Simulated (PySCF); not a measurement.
# C₄H₉GeN: NMR shifts, electronic excitations and K edges in gas and solvents

Aim: compute the NMR shifts, electronic excitations and K edges of C₄H₉GeN (`CC#[C][GeH2][NH]C`), and see what a dielectric continuum does where one was used.

The runs use PySCF 2.14.0, with density-fitted response routines of our own; the level of theory stands in each step. All values are computed, except where a source is named. Atoms are numbered from 0 throughout.

### Step 1. Starting geometry

15 atoms, charge 0, multiplicity 1; geometry from: GFN2-xTB. The atoms were then displaced at random by about 0.01 Å, so the start is not that level's minimum.

Bonds of the start (Å): C0–C1 1.47, C1–C2 1.22, C2–Ge3 1.84, Ge3–N4 1.82, N4–C5 1.45, C0–H6 1.06, C0–H7 1.10, C0–H8 1.12, Ge3–H9 1.50, Ge3–H10 1.53, N4–H11 1.03, C5–H12 1.10, C5–H13 1.09, C5–H14 1.11.

### Step 2. Relaxing the molecule at PBE0-D3(BJ)/def2-SVP

The job: settings as JSON, then the geometry in Å.

```
{"job": {"xc": "PBE0", "basis": "def2-SVP", "d3": "d3bj", "grid": 1, "shake": 0.01, "kind": "geom"}, "charge": 0, "multiplicity": 1}
C      3.690910     0.002100    -0.125790
C      2.263890    -0.073690    -0.478470
C      1.082150    -0.151230    -0.776330
Ge    -0.704070    -0.259330    -1.194410
N     -1.615940     0.208670     0.315240
C     -3.064470     0.268530     0.392690
H      4.054690    -0.948060     0.184850
H      4.259230     0.371850    -0.997470
H      3.801440     0.744200     0.704330
H     -1.137690     0.743470    -2.221210
H     -1.047720    -1.651960    -1.720890
H     -1.215160    -0.151660     1.188870
H     -3.399610     0.899170     1.225370
H     -3.452220     0.713990    -0.517940
H     -3.530770    -0.733430     0.508280
```

Launch:

```bash
$ OMP_NUM_THREADS=1 python probes_run.py task.json out
```

This one command runs all jobs of the session in turn.

Output:

```text
step   0  E = -2288.60356166  max force = 0.035121
step   1  E = -2288.60823862  max force = 0.005018
step   2  E = -2288.60839838  max force = 0.000670
step   3  E = -2288.60841943  max force = 0.000432
step   4  E = -2288.60843840  max force = 0.000547
step   5  E = -2288.60844702  max force = 0.000434
optimisation converged
```

Run time: 72 s. Hardware: 1 thread of AMD EPYC 7R13, shared host; peak memory 0.57 GiB.

Along the way:

```
step  energy from step 0 (eV)  largest force component (eV/Å)
   0                   0.0000                          1.8060
   1                  -0.1273                          0.2580
   2                  -0.1316                          0.0345
   3                  -0.1322                          0.0222
   4                  -0.1327                          0.0281
   5                  -0.1329                          0.0223
```

Close pairs (by a distance rule), those that changed most:

```
   bond  before (Å)  after (Å)  change (Å)
 C2–Ge3       1.838      1.894      +0.057
 Ge3–H9       1.499      1.539      +0.039
  C0–H6       1.064      1.101      +0.037
Ge3–H10       1.528      1.549      +0.021
  C0–C1       1.472      1.452      -0.020
  C0–H8       1.119      1.101      -0.018
 C5–H13       1.085      1.103      +0.017
 N4–H11       1.026      1.015      -0.011
```

The end geometry stands in the next job.

```
                         at the end point                value
  point group (found at 0.08 Å tolerance)                   C1
rotational constants (GHz, main isotopes)  6.722, 0.958, 0.858
                        dipole moment (D)                 1.31
```

### Step 3. Nuclear shieldings: PBE0/pcSseg-1 in chloroform

The job: settings as JSON, then the geometry in Å.

```
{"job": {"kind": "nmr", "xc": "PBE0", "basis": "pcSseg-1", "solvent": "chloroform", "pop": true}, "charge": 0, "multiplicity": 1}
C      3.704965     0.004199    -0.179324
C      2.289503    -0.067659    -0.493227
C      1.100138    -0.122024    -0.751366
Ge    -0.748228    -0.228442    -1.153037
N     -1.642519     0.246353     0.372192
C     -3.084857     0.250448     0.411033
H      4.089385    -0.972762     0.151574
H      4.288577     0.313811    -1.060555
H      3.894179     0.734427     0.622854
H     -1.135850     0.778180    -2.250273
H     -1.058083    -1.663334    -1.648913
H     -1.218195    -0.116894     1.219969
H     -3.451380     0.833373     1.272929
H     -3.482608     0.745931    -0.490216
H     -3.559038    -0.751613     0.463610
```

Level: GIAO PBE0/pcSseg-1 NMR shielding, non-relativistic, IEF-PCM chloroform.

Output:

```text
coarse grid: 55504 points
cycle   1  E = -2288.6814464810  dE = -2.039e-01  |g| = 9.671e-01  |ddm| = 3.957e+00
cycle   2  E = -2288.6358819147  dE =  4.556e-02  |g| = 1.046e+00  |ddm| = 1.392e+00
cycle   3  E = -2288.7699376385  dE = -1.341e-01  |g| = 1.395e-01  |ddm| = 8.597e-01
cycle   4  E = -2288.7730082720  dE = -3.071e-03  |g| = 6.756e-02  |ddm| = 1.454e-01
cycle   5  E = -2288.7738812867  dE = -8.730e-04  |g| = 1.765e-02  |ddm| = 5.760e-02
cycle   6  E = -2288.7739505568  dE = -6.927e-05  |g| = 5.590e-03  |ddm| = 1.516e-02
cycle   7  E = -2288.7739575364  dE = -6.980e-06  |g| = 8.885e-04  |ddm| = 4.528e-03
final grid: 117216 points
cycle   8  E = -2288.7739844917  dE =  2.886e-08  |g| = 1.003e-03  |ddm| = 2.241e-03
cycle   9  E = -2288.7739841760  dE =  3.157e-07  |g| = 1.512e-03  |ddm| = 1.647e-03
cycle  10  E = -2288.7739846984  dE = -5.224e-07  |g| = 3.554e-04  |ddm| = 1.113e-03
cycle  11  E = -2288.7739847283  dE = -2.992e-08  |g| = 2.858e-05  |ddm| = 2.474e-04
cycle  12  E = -2288.7739847284  dE = -1.578e-10  |g| = 7.030e-06  |ddm| = 2.664e-05
converged SCF energy = -2288.7739847284

GIAO shielding tensors (ppm)
atom      isotropic    diamagn.    paramagn.     s11        s22        s33       span
  0 C      179.471     251.500     -72.029    169.974    170.416    198.024     28.050
  1 C       70.483     272.479    -201.996    -30.141    -26.076    267.665    297.806
  2 C      104.908     267.803    -162.895     16.525     24.281    273.919    257.394
  3 Ge    1451.379    2757.152   -1305.773   1338.222   1412.263   1603.654    265.432
  4 N      254.130     327.372     -73.242    206.627    260.538    295.226     88.599
  5 C      151.700     238.404     -86.703    126.453    141.579    187.069     60.616
  6 H       29.254      27.690       1.563     24.240     27.398     36.124     11.883
  7 H       29.216      25.439       3.776     24.214     27.263     36.171     11.957
  8 H       29.203      29.493      -0.289     24.166     27.514     35.929     11.762
  9 H       26.553      28.879      -2.326     20.615     21.622     37.420     16.805
 10 H       26.236      28.799      -2.563     19.959     21.398     37.352     17.393
 11 H       31.661      36.337      -4.676     21.172     31.357     42.453     21.281
 12 H       28.400      26.349       2.051     23.165     25.932     36.103     12.939
 13 H       28.901      26.961       1.939     24.453     26.695     35.554     11.101
 14 H       28.568      26.220       2.348     23.189     26.219     36.296     13.106
```

Run time: 29 s. Hardware: 1 thread of AMD EPYC 7R13, shared host; peak memory 0.95 GiB.

Shifts follow as δ = σ(reference) − σ, with reference shieldings (ppm) from runs at the same level and on the same kind of geometry: 1H TMS 31.25, 13C TMS 185.2, 15N NH3 267.8, 73Ge GeMe4 1330. The references are single molecules in the same continuum, so shifts against H2O, NH3, PH3, H3PO4 or CFCl3 are not on the usual liquid scales and can be off by tens of ppm. Atoms listed in one row are averaged.

```
        atoms                              environment  σ (ppm)  δ (ppm)
           C1                            alkyne carbon     70.5    114.7
           C2                            alkyne carbon    104.9     80.3
           C5                methyl carbon bonded to N    151.7     33.5
           C0                propargylic methyl carbon    179.5      5.7
      H9, H10   hydrogen on a germanium bonded to C, N    26.39     4.85
H12, H13, H14  hydrogen on a methyl carbon bonded to N    28.62     2.62
   H6, H7, H8  hydrogen on a propargylic methyl carbon    29.22     2.02
          H11   hydrogen on a nitrogen bonded to C, Ge    31.66    -0.41
          Ge3            germanium bonded to C, N, 2 H     1451     -122
           N4              nitrogen bonded to C, Ge, H    254.1     13.7
```

Charges from the same density, by scheme (e):

```
atoms  Mulliken    IAO  Hirshfeld  ESP fit
   C0     -0.18  -0.44      -0.09    -0.56
   C1     -0.22   0.00      -0.04     0.32
   C2     -0.42  -0.38      -0.20    -0.65
  Ge3      0.70   0.78       0.38     0.73
   N4     -0.75  -0.65      -0.26    -0.74
   C5     -0.11  -0.29      -0.07    -0.07
```

Mayer bond orders: C0–C1 1.17, C1–C2 2.70, C2–Ge3 0.87, Ge3–N4 0.92, N4–C5 0.97.

### Step 4. TDDFT and polarisability: CAM-B3LYP/def2-SVPD

Same as in step 3 but for these lines:

```diff
@@ -1,2 +1,2 @@
-{"job": {"kind": "nmr", "xc": "PBE0", "basis": "pcSseg-1", "solvent": "chloroform", "pop": true}, "charge": 0, "multiplicity": 1}
+{"job": {"kind": "uv", "xc": "CAM-B3LYP", "basis": "def2-SVPD", "dynamic": true, "nstates": 6, "ntriplets": 0}, "charge": 0, "multiplicity": 1}
 C      3.704965     0.004199    -0.179324
```

Level: TDDFT CAM-B3LYP/def2-SVPD, vertical, gas phase, core orbitals frozen in the response.

Output:

```text
coarse grid: 55504 points
cycle   1  E = -2289.0693137206  dE = -1.003e-01  |g| = 5.801e-01  |ddm| = 7.175e+00
cycle   2  E = -2289.0678938594  dE =  1.420e-03  |g| = 6.246e-01  |ddm| = 2.482e+00
cycle   3  E = -2289.1303795669  dE = -6.249e-02  |g| = 7.179e-02  |ddm| = 1.189e+00
cycle   4  E = -2289.1312346056  dE = -8.550e-04  |g| = 4.589e-02  |ddm| = 1.831e-01
cycle   5  E = -2289.1316755801  dE = -4.410e-04  |g| = 1.161e-02  |ddm| = 8.651e-02
cycle   6  E = -2289.1317049016  dE = -2.932e-05  |g| = 4.116e-03  |ddm| = 2.392e-02
cycle   7  E = -2289.1317088069  dE = -3.905e-06  |g| = 6.900e-04  |ddm| = 1.386e-02
final grid: 117216 points
cycle   8  E = -2289.1316985882  dE = -4.132e-08  |g| = 6.963e-04  |ddm| = 5.428e-03
cycle   9  E = -2289.1316985214  dE =  6.685e-08  |g| = 8.824e-04  |ddm| = 3.300e-03
cycle  10  E = -2289.1316986909  dE = -1.695e-07  |g| = 1.396e-04  |ddm| = 1.526e-03
cycle  11  E = -2289.1316986952  dE = -4.278e-09  |g| = 2.250e-05  |ddm| = 2.387e-04
cycle  12  E = -2289.1316986954  dE = -1.710e-10  |g| = 1.199e-05  |ddm| = 1.051e-04
converged SCF energy = -2289.1316986954

Static polarisability (au): isotropic 88.573, principal 69.125 75.472 121.123

Singlet excitations
state   eV       nm        f      main configurations
  1   5.7123    217.0   0.00624   H->L 0.83
  2   5.9624    207.9   0.00048   H-1->L 0.41, H-1->L+1 0.14, H-1->L+2 0.11
  3   6.2696    197.8   0.00409   H-1->L+3 0.32, H-2->L 0.25, H-2->L+2 0.10
  4   6.3515    195.2   0.00058   H-2->L+3 0.66
  5   6.6108    187.5   0.02143   H->L+1 0.46, H->L+2 0.17, H->L+3 0.17
  6   6.6953    185.2   0.01026   H->L+4 0.45, H->L+2 0.40
```

It took 51 s on 1 thread of AMD EPYC 7R13, shared host; peak memory 1.1 GiB.

Frontier orbitals and where they lie:

```
orbital      eV                       atoms
 HOMO−3  -10.99  Ge3 25 %, N4 18 %, H9 18 %
 HOMO−2   -9.01    C2 40 %, C1 38 %, C0 8 %
 HOMO−1   -8.90    C2 38 %, C1 36 %, C0 7 %
   HOMO   -7.94   N4 59 %, C5 12 %, Ge3 9 %
   LUMO    1.00  Ge3 31 %, C1 11 %, C5 10 %
 LUMO+1    1.24  C0 22 %, C1 18 %, Ge3 18 %
 LUMO+2    1.61  Ge3 24 %, C0 12 %, H10 8 %
```

With each of the 6 states as a Gaussian band of 0.4 eV half-width at 1/e, the curve within the window shown has maxima at 187 nm (ε 1,400) L/(mol cm). Beyond the last state computed it falls off for lack of states. The curve at chosen wavelengths:

```json
{"nm": "177", "ε (L/mol/cm)": "589"}
{"nm": "180", "ε (L/mol/cm)": "911"}
{"nm": "182", "ε (L/mol/cm)": "1109"}
{"nm": "185", "ε (L/mol/cm)": "1314"}
{"nm": "187", "ε (L/mol/cm)": "1363"}
{"nm": "190", "ε (L/mol/cm)": "1302"}
{"nm": "193", "ε (L/mol/cm)": "1124"}
{"nm": "195", "ε (L/mol/cm)": "975"}
{"nm": "198", "ε (L/mol/cm)": "754"}
{"nm": "200", "ε (L/mol/cm)": "628"}
{"nm": "203", "ε (L/mol/cm)": "486"}
{"nm": "206", "ε (L/mol/cm)": "399"}
{"nm": "208", "ε (L/mol/cm)": "364"}
{"nm": "211", "ε (L/mol/cm)": "335"}
{"nm": "213", "ε (L/mol/cm)": "323"}
{"nm": "216", "ε (L/mol/cm)": "304"}
{"nm": "219", "ε (L/mol/cm)": "278"}
{"nm": "221", "ε (L/mol/cm)": "256"}
{"nm": "224", "ε (L/mol/cm)": "217"}
{"nm": "226", "ε (L/mol/cm)": "189"}
{"nm": "229", "ε (L/mol/cm)": "147"}
{"nm": "232", "ε (L/mol/cm)": "108"}
{"nm": "234", "ε (L/mol/cm)": "86"}
{"nm": "237", "ε (L/mol/cm)": "59"}
{"nm": "239", "ε (L/mol/cm)": "44"}
{"nm": "242", "ε (L/mol/cm)": "28"}
```

Ground-state properties from the same run:

```
           property  computed
  dipole moment (D)      1.21
polarisability (Å³)     13.13
 HOMO–LUMO gap (eV)      8.94
      −ε(HOMO) (eV)      7.94
C6 with itself (au)      2892
```

### Step 5. TDDFT and polarisability: CAM-B3LYP/def2-SVPD in chloroform

Same as in step 4 but for these lines:

```diff
@@ -1,2 +1,2 @@
-{"job": {"kind": "uv", "xc": "CAM-B3LYP", "basis": "def2-SVPD", "dynamic": true, "nstates": 6, "ntriplets": 0}, "charge": 0, "multiplicity": 1}
+{"job": {"kind": "uv", "xc": "CAM-B3LYP", "basis": "def2-SVPD", "solvent": "chloroform", "nstates": 6, "ntriplets": 0}, "charge": 0, "multiplicity": 1}
 C      3.704965     0.004199    -0.179324
```

Level: TDDFT CAM-B3LYP/def2-SVPD, vertical, IEF-PCM chloroform (non-equilibrium linear response), core orbitals frozen in the response.

Output:

```text
coarse grid: 55504 points
cycle   1  E = -2289.0770817683  dE = -1.077e-01  |g| = 5.717e-01  |ddm| = 7.189e+00
cycle   2  E = -2289.0786386238  dE = -1.557e-03  |g| = 6.060e-01  |ddm| = 2.638e+00
cycle   3  E = -2289.1355408051  dE = -5.690e-02  |g| = 6.110e-02  |ddm| = 1.226e+00
cycle   4  E = -2289.1361895554  dE = -6.488e-04  |g| = 3.816e-02  |ddm| = 1.949e-01
cycle   5  E = -2289.1364940260  dE = -3.045e-04  |g| = 8.670e-03  |ddm| = 7.558e-02
cycle   6  E = -2289.1365090956  dE = -1.507e-05  |g| = 3.730e-03  |ddm| = 2.491e-02
cycle   7  E = -2289.1365124304  dE = -3.335e-06  |g| = 7.250e-04  |ddm| = 1.504e-02
final grid: 117216 points
cycle   8  E = -2289.1365021060  dE = -1.964e-08  |g| = 8.254e-04  |ddm| = 5.446e-03
cycle   9  E = -2289.1365019739  dE =  1.320e-07  |g| = 1.124e-03  |ddm| = 4.854e-03
cycle  10  E = -2289.1365022595  dE = -2.855e-07  |g| = 1.211e-04  |ddm| = 1.977e-03
cycle  11  E = -2289.1365022626  dE = -3.167e-09  |g| = 2.197e-05  |ddm| = 2.320e-04
cycle  12  E = -2289.1365022628  dE = -2.156e-10  |g| = 1.405e-05  |ddm| = 2.413e-04
converged SCF energy = -2289.1365022628

Static polarisability (au): isotropic 107.426, principal 86.786 93.425 142.067

Singlet excitations
state   eV       nm        f      main configurations
  1   5.7599    215.3   0.00860   H->L 0.83
  2   6.0166    206.1   0.00073   H-1->L 0.43, H-1->L+1 0.17, H-2->L+2 0.09
  3   6.3050    196.6   0.00483   H-2->L 0.26, H-1->L+2 0.25, H-2->L+1 0.11
  4   6.3805    194.3   0.00082   H-2->L+2 0.56, H-2->L+3 0.17, H-1->L+2 0.08
  5   6.5859    188.3   0.03055   H->L+1 0.61, H->L+3 0.16
  6   6.7524    183.6   0.01654   H->L+4 0.41, H->L+2 0.38, H->L+3 0.12
```

It took 40 s on 1 thread of AMD EPYC 7R13, shared host; peak memory 1.1 GiB.

In short: HOMO -7.97 eV, LUMO 1.01 eV; lowest singlet 5.76 eV.

### Step 6. K-edge absorption: BHandHLYP/def2-SVPD+aug-pcX-1+pcseg-1

Same as in step 5 but for these lines:

```diff
@@ -1,2 +1,2 @@
-{"job": {"kind": "uv", "xc": "CAM-B3LYP", "basis": "def2-SVPD", "solvent": "chloroform", "nstates": 6, "ntriplets": 0}, "charge": 0, "multiplicity": 1}
+{"job": {"kind": "xas", "xc": "BHandHLYP", "basis": {"default": "aug-pcX-1", "H": "pcseg-1", "Ge": "def2-SVPD"}}, "charge": 0, "multiplicity": 1}
 C      3.704965     0.004199    -0.179324
```

With the program's defaults for keys left out, this is: core-valence-separated TDA BHandHLYP/aug-pcX-1 H:pcseg-1 Ge:def2-SVPD, K edges, non-relativistic, gas phase.

Output:

```text
coarse grid: 55504 points
cycle   1  E = -2289.0403873929  dE = -7.108e-02  |g| = 4.997e-01  |ddm| = 6.164e+00
cycle   2  E = -2289.0535327543  dE = -1.315e-02  |g| = 4.702e-01  |ddm| = 1.794e+00
cycle   3  E = -2289.0914116807  dE = -3.788e-02  |g| = 7.418e-02  |ddm| = 6.781e-01
cycle   4  E = -2289.0921332850  dE = -7.216e-04  |g| = 5.183e-02  |ddm| = 1.662e-01
cycle   5  E = -2289.0927193744  dE = -5.861e-04  |g| = 1.076e-02  |ddm| = 6.817e-02
cycle   6  E = -2289.0927436244  dE = -2.425e-05  |g| = 3.847e-03  |ddm| = 2.048e-02
cycle   7  E = -2289.0927468567  dE = -3.232e-06  |g| = 4.809e-04  |ddm| = 5.381e-03
final grid: 117216 points
cycle   8  E = -2289.0927474019  dE = -4.741e-08  |g| = 3.880e-04  |ddm| = 4.324e-03
cycle   9  E = -2289.0927473933  dE =  8.583e-09  |g| = 4.325e-04  |ddm| = 9.103e-04
cycle  10  E = -2289.0927474320  dE = -3.871e-08  |g| = 9.129e-05  |ddm| = 5.475e-04
cycle  11  E = -2289.0927474339  dE = -1.854e-09  |g| = 1.499e-05  |ddm| = 1.247e-04
cycle  12  E = -2289.0927474340  dE = -1.237e-10  |g| = 1.035e-05  |ddm| = 3.521e-05
converged SCF energy = -2289.0927474340

C K edge
   eV          f      from atoms
  283.207   0.05328   C2
  283.257   0.05379   C2
  283.384   0.05317   C1
  283.576   0.05670   C1
  285.763   0.00170   C2
  285.963   0.01591   C2
  285.979   0.00368   C0
  286.001   0.01198   C5
  286.153   0.00107   C1
  286.249   0.01122   C2
  286.309   0.01411   C0
  286.426   0.01860   C0
  286.658   0.00213   C2
  286.764   0.00296   C5
  286.804   0.03153   C5
  286.918   0.03454   C5
  286.976   0.00626   C2
  287.284   0.00010   C1
  287.333   0.00153   C2
  287.404   0.02029   C0

N K edge
   eV          f      from atoms
  399.020   0.01237   N4
  399.752   0.03357   N4
  400.682   0.00467   N4
  400.835   0.00867   N4
  400.951   0.00038   N4
  401.386   0.00178   N4
  401.512   0.00102   N4
  401.530   0.00710   N4
```

Run time: 28 s. Hardware: 1 thread of AMD EPYC 7R13, shared host; peak memory 1 GiB.

### Step 7. Comparing the runs: electronic excitations

Excitations and ground-state properties, with basis size and wall time:

```
                              run  lowest singlet (eV)  brightest (eV)      f  gap (eV)  α (Å³)  μ (D)  functions  time
              CAM-B3LYP/def2-SVPD                 5.71            6.61  0.021      8.94   13.13   1.21        210  51 s
CAM-B3LYP/def2-SVPD in chloroform                 5.76            6.59  0.031      8.98   15.92   1.46        210  40 s
```

### Step 8. What came out

| quantity | value |
| --- | --- |
| point group | C1 |
| rotational constants (main isotopes) | 6.72, 0.96, 0.86 GHz |
| 13C shifts against TMS (PBE0/pcSseg-1, chloroform) | 114.7, 80.3, 33.5, 5.7 ppm |
| 1H shifts against TMS (PBE0/pcSseg-1, chloroform, means over atoms taken as alike) | 4.85, 2.62, 2.02, -0.41 ppm |
| 73Ge shifts against GeMe4 (PBE0/pcSseg-1, chloroform) | -122 ppm |
| 15N shifts against NH3 (PBE0/pcSseg-1, chloroform) | 13.7 ppm |
| lowest singlet (CAM-B3LYP/def2-SVPD) | 5.71 eV (217 nm), f = 0.006 |
| brightest single state of those computed | state 5, 6.61 eV, f = 0.021 |
| C K edge | first line 283.21 eV, strongest 283.58 eV (f = 0.057) |
| N K edge | first line 399.02 eV, strongest 399.75 eV (f = 0.034) |
| range of the lowest singlet | 5.71 to 5.76 eV |

In words: The optimisation took 5 steps and gained 0.133 eV; among the close pairs (by a distance rule), C2–Ge3 changed most, from 1.838 to 1.894 Å. No frequency check was run at this level, so the end point may be a saddle. At PBE0/pcSseg-1: The widest tensor belongs to C1: span 298 ppm, with a paramagnetic part of -202 ppm. The first singlet state (HOMO→LUMO 0.83) lies at 5.71 eV and is weak; of the 6 states computed, the strongest absorption comes from state 5 at 6.61 eV. At the C edge the strongest single line lifts a 1s electron of C1 into several orbitals, led by LUMO+5 (weight 0.44), 0.4 eV above the first line. At the N edge the strongest single line lifts a 1s electron of N4 into several orbitals, led by LUMO+3 (weight 0.30), 0.7 eV above the first line. Absolute edge energies from this method are off by several eV; spacings are better. The lowest singlet runs from 5.71 eV (CAM-B3LYP/def2-SVPD) to 5.76 eV (CAM-B3LYP/def2-SVPD in chloroform), while the orbital gap spans 8.94 to 8.98 eV. The lowest state need not be the same one in every run. Spin-orbit coupling is left out, which matters for shieldings and couplings at and beside the heavy atoms.
